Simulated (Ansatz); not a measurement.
# A workflow on GeH3F (fluorogermane)

Wanted: the energy (HF/6-31G**), then the energy (CASCI(8,8)/6-31G**), then a structure relaxation (CASSCF(8,8)/6-31G**), then a single-point energy (CCSD(T)/6-31G**) of GeH3F (fluorogermane). 

The results are computed with Ansatz 0.2.0.

7 further runs of the same task are left out: 7 for a known fault of the program.

## 1. The structure to begin with

GeH3F: 5 atoms, total charge 0, spin state singlet. SMILES: `[F][GeH3]`. The shape is that of a PBE0-D4/def2-TZVP optimisation.

Bond lengths: F1–Ge2 1.742 Å, Ge2–H3 1.533 Å, Ge2–H4 1.533 Å, Ge2–H5 1.533 Å. Angles: F1–Ge2–H3 106.2°, F1–Ge2–H4 106.2°, F1–Ge2–H5 106.3°, H3–Ge2–H4 112.5°, H3–Ge2–H5 112.5°, H4–Ge2–H5 112.5°.

## 2. A single-point energy at HF/6-31G(d,p) (Cartesian functions) (run 1)

run.yaml

```yaml
crystal:
  periodic: [false, false, false]
  atoms:
    - {symbol: F, position_ang: [-1.046500, 0.474300, 1.162200]}
    - {symbol: Ge, position_ang: [0.068200, -0.041600, -0.072800]}
    - {symbol: H, position_ang: [1.331000, -0.512000, 0.658600]}
    - {symbol: H, position_ang: [-0.627800, -1.178000, -0.831200]}
    - {symbol: H, position_ang: [0.325100, 1.183600, -0.958100]}
basis:
  gaussian: {orbitals: 6-31G_st__st_.json}
hamiltonian: {xc: hf}
output: {orbitals: {seedname: orbitals}}
```

The basis set 6-31G** is read from a file made from the Basis Set Exchange's data (not shown).

Started as:

```sh
$ ansatz run run.yaml --threads 1 --pin off --max-ram 2610MiB --events-out events.jsonl --progress --plain --runs-dir runs
```

Log:

```text
Warning: RAYON_NUM_THREADS=1 ignored (pool sized by the plan → 1); use --threads N
Functional definition: HF
  name "HF"
  exchange = exact_x
  correlation = 0
585 factors; integrals over basis functions are off by at most 9.1e-4 eV
mean field evaluation 1: about -59218.1941 eV, gradient 2.7e1 eV
mean field evaluation 2: about -59218.2127 eV, gradient 2.7e1 eV
mean field evaluation 4: about -59219.6902 eV, gradient 1.6e0 eV
mean field evaluation 8: about -59219.7014 eV, gradient 6.4e-5 eV
mean field -59219.70142467 eV, -2176.2838868011 hartree, gradient 1.5e-5 eV, S^2 0.000000; 0 other end points of the search recorded, 0 dependent functions left out
reference -59219.70142467 eV, -2176.2838868011 hartree; 22, 22 occupied and 43, 43 virtual orbitals, 585 factors
Total energy: -59219.70142467 eV, -2176.2838868011 hartree
```

Run time: 0.42 s. Hardware: 1 thread of Intel Xeon 6975P-C (Granite Rapids), shared host.

## 3. The energy at CASCI(8,8)/6-31G(d,p) (Cartesian functions) (run 2)

input.yaml

```yaml
crystal:
  periodic: [false, false, false]
  atoms:
    - symbol: F
      position_ang: [-1.046500, 0.474300, 1.162200]
    - symbol: Ge
      position_ang: [0.068200, -0.041600, -0.072800]
    - symbol: H
      position_ang: [1.331000, -0.512000, 0.658600]
    - symbol: H
      position_ang: [-0.627800, -1.178000, -0.831200]
    - symbol: H
      position_ang: [0.325100, 1.183600, -0.958100]
basis:
  gaussian: {orbitals: 6-31G_st__st_.json}
total_charge: 0
correlation:
  active_space: {window: {electrons: 8, orbitals: 8}, shells: [{species: Ge, l: p, shell: 4}, {species: F, l: p, shell: 2}], fixed_orbitals: true}
```

The basis set 6-31G** is read from a file made from the Basis Set Exchange's data (not shown).

Started as:

```sh
$ ansatz run input.yaml --threads 1 --pin off --max-ram 2610MiB --events-out events.jsonl --progress --plain --runs-dir runs
```

Log:

```text
Warning: RAYON_NUM_THREADS=1 ignored (pool sized by the plan → 1); use --threads N
Functional definition: HF
  name "HF"
  exchange = exact_x
  correlation = 0
585 factors; integrals over basis functions are off by at most 9.1e-4 eV
mean field evaluation 1: about -59218.1941 eV, gradient 2.7e1 eV
mean field evaluation 2: about -59218.2127 eV, gradient 2.7e1 eV
mean field evaluation 4: about -59219.6902 eV, gradient 1.6e0 eV
mean field evaluation 8: about -59219.7014 eV, gradient 6.4e-5 eV
mean field -59219.70142467 eV, -2176.2838868011 hartree, gradient 2.9e-6 eV, S^2 0.000000; 0 other end points of the search recorded, 0 dependent functions left out
reference -59219.70142467 eV, -2176.2838868011 hartree; 22, 22 occupied and 43, 43 virtual orbitals, 585 factors
state -59220.05984180 eV, -2176.2970583878 hartree
Total energy: -59220.05984180 eV, -2176.2970583878 hartree
```

Wall time 0.52 s (1 thread of Intel Xeon 6975P-C (Granite Rapids), shared host).

## 4. A structure relaxation at CASSCF(8,8)/6-31G(d,p) (Cartesian functions, root 2, 3 states averaged) (run 10)

input.yaml

```yaml
crystal:
  periodic: [false, false, false]
  atoms:
    - {symbol: F, position_ang: [-1.046500, 0.474300, 1.162200]}
    - {symbol: Ge, position_ang: [0.068200, -0.041600, -0.072800]}
    - {symbol: H, position_ang: [1.331000, -0.512000, 0.658600]}
    - {symbol: H, position_ang: [-0.627800, -1.178000, -0.831200]}
    - {symbol: H, position_ang: [0.325100, 1.183600, -0.958100]}
basis:
  gaussian:
    orbitals: 6-31G_st__st_.json
total_charge: 0
correlation:
  active_space: {window: {electrons: 8, orbitals: 8}, shells: [{species: Ge, l: p, shell: 4}, {species: F, l: p, shell: 2}], states: [{multiplicity: 1, weights: [1, 1]}, {multiplicity: 3, weights: [1]}], root: 1}
relax:
  max_steps: 40
```

The basis set 6-31G** is read from a file made from the Basis Set Exchange's data (not shown).

Started as:

```sh
$ ansatz run input.yaml --threads 1 --pin off --max-ram 2610MiB --events-out events.jsonl --progress --plain --runs-dir runs
```

Log:

```text
Warning: RAYON_NUM_THREADS=1 ignored (pool sized by the plan → 1); use --threads N
The last accepted step is kept in runs//last_step.txt (removed where the run ends without a failure and the disk answers)
Functional definition: HF
  name "HF"
  exchange = exact_x
  correlation = 0
1138 factors; integrals over basis functions are off by at most 6.3e-8 eV
mean field evaluation 1: about -59218.1794 eV, gradient 2.7e1 eV
mean field evaluation 2: about -59218.2089 eV, gradient 2.7e1 eV
mean field evaluation 4: about -59219.6904 eV, gradient 1.6e0 eV
mean field evaluation 8: about -59219.7017 eV, gradient 1.3e-1 eV
mean field -59219.70170333 eV, -2176.2838970420 hartree, gradient 6.2e-6 eV, S^2 0.000000; 0 other end points of the search recorded, 0 dependent functions left out
reference -59219.70170333 eV, -2176.2838970420 hartree; 22, 22 occupied and 43, 43 virtual orbitals, 1138 factors
state -59222.15293716 eV, -2176.3739782236 hartree
state -59213.37081711 eV, -2176.0512412645 hartree
state -59213.84139143 eV, -2176.0685345518 hartree
the calculation of the forces begins
WARN: the results are in doubt because the active space keeps only 0.24 of an open shell, of an orbital that "shells" chose or of one that was active at an earlier place
relax step   1: F+E_penalty+E_count = -59213.37081711 eV  Δ(F+E_penalty+E_count) = +0.000e0 eV  max|allowed force component| = 4.704e0 eV/Å  Δτ_max = 0.0000 Å  (33 SCF iters, accepted)
these checks for a lower state are left out or cut short: starts, cluster_reference, orbital_swaps, neighbouring_geometries, increment
1138 factors; integrals over basis functions are off by at most 7.6e-8 eV
mean field evaluation 16: about -59219.0633 eV, gradient 2.3e-3 eV
mean field -59219.06326663 eV, -2176.2604349260 hartree, gradient 3.5e-6 eV, S^2 0.000000; 0 other end points of the search recorded, 0 dependent functions left out
reference -59218.60046587 eV, -2176.2434273115 hartree; 22, 22 occupied and 43, 43 virtual orbitals, 1138 factors
state -59221.44154397 eV, -2176.3478350059 hartree
state -59214.16683602 eV, -2176.0804944200 hartree
state -59214.71228430 eV, -2176.1005392746 hartree
the calculation of the forces begins
WARN: the results are in doubt because the active space keeps only 0.00 of an open shell, of an orbital that "shells" chose or of one that was active at an earlier place
relax step   2: F+E_penalty+E_count = -59214.16683602 eV  Δ(F+E_penalty+E_count) = -7.960e-1 eV  max|allowed force component| = 2.714e0 eV/Å  Δτ_max = 0.1948 Å  (32 SCF iters, accepted)
these checks for a lower state are left out or cut short: starts, cluster_reference, orbital_swaps, neighbouring_geometries, increment
1142 factors; integrals over basis functions are off by at most 7.6e-8 eV
mean field -59217.59965602 eV, -2176.2066482279 hartree, gradient 6.6e-6 eV, S^2 0.000000; 0 other end points of the search recorded, 0 dependent functions left out
reference -59216.89662539 eV, -2176.1808123291 hartree; 22, 22 occupied and 43, 43 virtual orbitals, 1142 factors
state -59220.01679693 eV, -2176.2954765180 hartree
state -59215.15413466 eV, -2176.1167769758 hartree
state -59216.09636989 eV, -2176.1514034818 hartree
the calculation of the forces begins
WARN: the results are in doubt because the active space keeps only 0.00 of an open shell, of an orbital that "shells" chose or of one that was active at an earlier place
relax step   3: F+E_penalty+E_count = -59215.15413466 eV  Δ(F+E_penalty+E_count) = -9.873e-1 eV  max|allowed force component| = 3.038e0 eV/Å  Δτ_max = 0.1947 Å  (32 SCF iters, accepted)
[... from here on, the SCF cycles and remarks between the steps are left out ...]
relax step   4: F+E_penalty+E_count = -59215.57033246 eV  Δ(F+E_penalty+E_count) = -4.162e-1 eV  max|allowed force component| = 4.062e0 eV/Å  Δτ_max = 0.1948 Å  (36 SCF iters, accepted)
relax step   5: F+E_penalty+E_count = -59216.06115558 eV  Δ(F+E_penalty+E_count) = -4.908e-1 eV  max|allowed force component| = 1.771e0 eV/Å  Δτ_max = 0.1960 Å  (40 SCF iters, accepted)
relax step   6: F+E_penalty+E_count = -59216.26223094 eV  Δ(F+E_penalty+E_count) = -2.011e-1 eV  max|allowed force component| = 8.834e-1 eV/Å  Δτ_max = 0.1514 Å  (39 SCF iters, accepted)
relax step   7: F+E_penalty+E_count = -59216.30031101 eV  Δ(F+E_penalty+E_count) = -3.808e-2 eV  max|allowed force component| = 3.572e-1 eV/Å  Δτ_max = 0.0480 Å  (42 SCF iters, accepted)
relax step   8: F+E_penalty+E_count = -59216.30561806 eV  Δ(F+E_penalty+E_count) = -5.307e-3 eV  max|allowed force component| = 2.749e-1 eV/Å  Δτ_max = 0.0112 Å  (42 SCF iters, accepted)
relax step   9: F+E_penalty+E_count = -59216.31980083 eV  Δ(F+E_penalty+E_count) = -1.418e-2 eV  max|allowed force component| = 2.436e-1 eV/Å  Δτ_max = 0.0431 Å  (43 SCF iters, accepted)
relax step  10: F+E_penalty+E_count = -59216.33462869 eV  Δ(F+E_penalty+E_count) = -1.483e-2 eV  max|allowed force component| = 3.295e-1 eV/Å  Δτ_max = 0.0635 Å  (44 SCF iters, accepted)
relax step  11: F+E_penalty+E_count = -59216.45290527 eV  Δ(F+E_penalty+E_count) = -1.183e-1 eV  max|allowed force component| = 6.050e-1 eV/Å  Δτ_max = 0.1959 Å  (50 SCF iters, accepted)
relax step  30: F+E_penalty+E_count = -59217.28832163 eV  Δ(F+E_penalty+E_count) = -1.638e-1 eV  max|allowed force component| = 8.012e-1 eV/Å  Δτ_max = 0.1564 Å  (55 SCF iters, accepted)
relax step  31: F+E_penalty+E_count = -59217.30095313 eV  Δ(F+E_penalty+E_count) = -1.263e-2 eV  max|allowed force component| = 2.236e0 eV/Å  Δτ_max = 0.1962 Å  (55 SCF iters, accepted)
relax step  32: F+E_penalty+E_count = -59216.99986881 eV  Δ(F+E_penalty+E_count) = +3.011e-1 eV  max|allowed force component| = 2.218e0 eV/Å  Δτ_max = 0.1940 Å  (48 SCF iters, rejected (line search))
relax step  33: F+E_penalty+E_count = -59217.28382628 eV  Δ(F+E_penalty+E_count) = +1.713e-2 eV  max|allowed force component| = 2.034e0 eV/Å  Δτ_max = 0.0947 Å  (57 SCF iters, rejected (line search))
relax step  34: F+E_penalty+E_count = -59217.40172251 eV  Δ(F+E_penalty+E_count) = -1.008e-1 eV  max|allowed force component| = 1.311e0 eV/Å  Δτ_max = 0.0461 Å  (58 SCF iters, accepted)
relax step  35: F+E_penalty+E_count = -59217.43757622 eV  Δ(F+E_penalty+E_count) = -3.585e-2 eV  max|allowed force component| = 1.078e0 eV/Å  Δτ_max = 0.0839 Å  (65 SCF iters, accepted)
relax step  36: F+E_penalty+E_count = -59217.49760933 eV  Δ(F+E_penalty+E_count) = -6.003e-2 eV  max|allowed force component| = 8.325e-1 eV/Å  Δτ_max = 0.1471 Å  (47 SCF iters, accepted)
relax step  37: F+E_penalty+E_count = -59217.55079261 eV  Δ(F+E_penalty+E_count) = -5.318e-2 eV  max|allowed force component| = 1.176e0 eV/Å  Δτ_max = 0.1961 Å  (47 SCF iters, accepted)
relax step  38: F+E_penalty+E_count = -59217.61288423 eV  Δ(F+E_penalty+E_count) = -6.209e-2 eV  max|allowed force component| = 1.115e0 eV/Å  Δτ_max = 0.0590 Å  (40 SCF iters, accepted)
relax step  39: F+E_penalty+E_count = -59217.74238703 eV  Δ(F+E_penalty+E_count) = -1.295e-1 eV  max|allowed force component| = 3.748e-1 eV/Å  Δτ_max = 0.1958 Å  (35 SCF iters, accepted)
these checks for a lower state are left out or cut short: starts, cluster_reference, orbital_swaps, neighbouring_geometries, increment
1116 factors; integrals over basis functions are off by at most 1.0e-7 eV
mean field evaluation 352: about -59216.7130 eV, gradient 3.9e-4 eV
mean field -59216.71295064 eV, -2176.1740624062 hartree, gradient 3.1e-6 eV, S^2 0.000000; 0 other end points of the search recorded, 0 dependent functions left out
reference -59216.59869541 eV, -2176.1698636041 hartree; 22, 22 occupied and 43, 43 virtual orbitals, 1116 factors
state -59219.23416653 eV, -2176.2667153812 hartree
state -59217.76517431 eV, -2176.2127309129 hartree
state -59219.24306243 eV, -2176.2670422997 hartree
the calculation of the forces begins
WARN: the results are in doubt because the active space keeps only 0.01 of an open shell, of an orbital that "shells" chose or of one that was active at an earlier place
relax step  40: F+E_penalty+E_count = -59217.76517431 eV  Δ(F+E_penalty+E_count) = -2.279e-2 eV  max|allowed force component| = 2.153e-1 eV/Å  Δτ_max = 0.1185 Å  (38 SCF iters, accepted)
this run last wrote the structure of step 40 to runs//last_step.txt
Error: geometry relaxation did not converge after 40 steps: max|allowed force component| = 2.15e-1 eV/Å (threshold 1.0e-2). Raise `relax.max_steps` over both its present limit and 40, loosen `relax.f_tol`, or start from a geometry closer to equilibrium. Where this run's directory can be resumed (`checkpoint.write`), a resume goes on for up to `relax.max_steps` more
```

Run time: 3.9 min. Hardware: 1 thread of Intel Xeon 6975P-C (Granite Rapids), shared host; peak memory 0.24 GiB.

No converged result was reached.

## 5. A single-point energy at CCSD(T)/6-31G(d,p) (Cartesian functions) (run 11)

molecule.yaml

```yaml
crystal:
  periodic: [false, false, false]
  atoms:
    - {symbol: F, position_ang: [-1.046500, 0.474300, 1.162200]}
    - {symbol: Ge, position_ang: [0.068200, -0.041600, -0.072800]}
    - {symbol: H, position_ang: [1.331000, -0.512000, 0.658600]}
    - {symbol: H, position_ang: [-0.627800, -1.178000, -0.831200]}
    - {symbol: H, position_ang: [0.325100, 1.183600, -0.958100]}
basis:
  gaussian: {orbitals: 6-31G_st__st_.json}
correlation: {method: ccsd_t}
```

The basis set 6-31G** is read from a file made from the Basis Set Exchange's data (not shown).

Started as:

```sh
$ ansatz run molecule.yaml --threads 1 --pin off --max-ram 2610MiB --events-out events.jsonl --progress --plain --runs-dir runs
```

Log:

```text
Warning: RAYON_NUM_THREADS=1 ignored (pool sized by the plan → 1); use --threads N
Functional definition: HF
  name "HF"
  exchange = exact_x
  correlation = 0
585 factors; integrals over basis functions are off by at most 9.1e-4 eV
mean field evaluation 1: about -59218.1941 eV, gradient 2.7e1 eV
mean field evaluation 2: about -59218.2127 eV, gradient 2.7e1 eV
mean field evaluation 4: about -59219.6902 eV, gradient 1.6e0 eV
mean field evaluation 8: about -59219.7014 eV, gradient 6.4e-5 eV
mean field evaluation 16: about -59219.7008 eV, gradient 5.7e-1 eV
mean field -59219.70142467 eV, -2176.2838868011 hartree, gradient 2.9e-6 eV, S^2 0.000000; 0 other end points of the search recorded, 0 dependent functions left out
10 core orbitals not correlated: weight in the atoms' cores, before any rotation towards them, 1.000 or more for the frozen orbitals, at most 0.000 for the correlated occupied ones
reference -59219.70142467 eV, -2176.2838868011 hartree; 12, 12 occupied and 43, 43 virtual orbitals, 585 factors
second order -12.15577474 eV of doubles, -0.00000000 eV of singles
cycle   1  -11.84900110 eV  change    3.1e-1 eV  update   8.5e-2
cycle   2  -12.20899120 eV  change   -3.6e-1 eV  update   2.5e-2
cycle   3  -12.28138047 eV  change   -7.2e-2 eV  update   1.2e-2
cycle   4  -12.27154796 eV  change    9.8e-3 eV  update   2.3e-3
cycle   5  -12.27093946 eV  change    6.1e-4 eV  update   9.7e-4
cycle   6  -12.27131975 eV  change   -3.8e-4 eV  update   2.3e-4
cycle   7  -12.27117654 eV  change    1.4e-4 eV  update   8.1e-5
cycle   8  -12.27114394 eV  change    3.3e-5 eV  update   2.4e-5
cycle   9  -12.27115326 eV  change   -9.3e-6 eV  update   7.7e-6
perturbative correction -0.21266259 eV, -0.0078152061 hartree
Total energy: -59232.18524052 eV, -2176.7426585720 hartree
```

Wall time 1.2 s (1 thread of Intel Xeon 6975P-C (Granite Rapids), shared host); peak memory 0.15 GiB.

## 6. Summary of results

| quantity | value |
| --- | --- |
| run 1, HF/6-31G**: total energy | -2176.28389 Eh |
| run 1, HF/6-31G**: HOMO energy | -13.12 eV |
| run 1, HF/6-31G**: LUMO energy | 2.91 eV |
| run 1, HF/6-31G**: HOMO–LUMO gap | 16.03 eV |
| run 2, CASCI(8,8)/6-31G**: total energy | -2176.29706 Eh |
| run 11, CCSD(T)/6-31G**: total energy | -2176.74266 Eh |
| run 11, CCSD(T)/6-31G**: correlation energy (10 core orbitals frozen) | -458.8 mEh |
| run 11, CCSD(T)/6-31G**: (T) correction | -7.82 mEh |
| run 11, CCSD(T)/6-31G**: T1 diagnostic | 0.011 |
| run 10, CASSCF(8,8)/6-31G** | no result (not converged) |

What this shows: The triples (run 11, CCSD(T)/6-31G**) make up 1.7 % of the correlation energy. 1 of the 4 runs did not end normally.
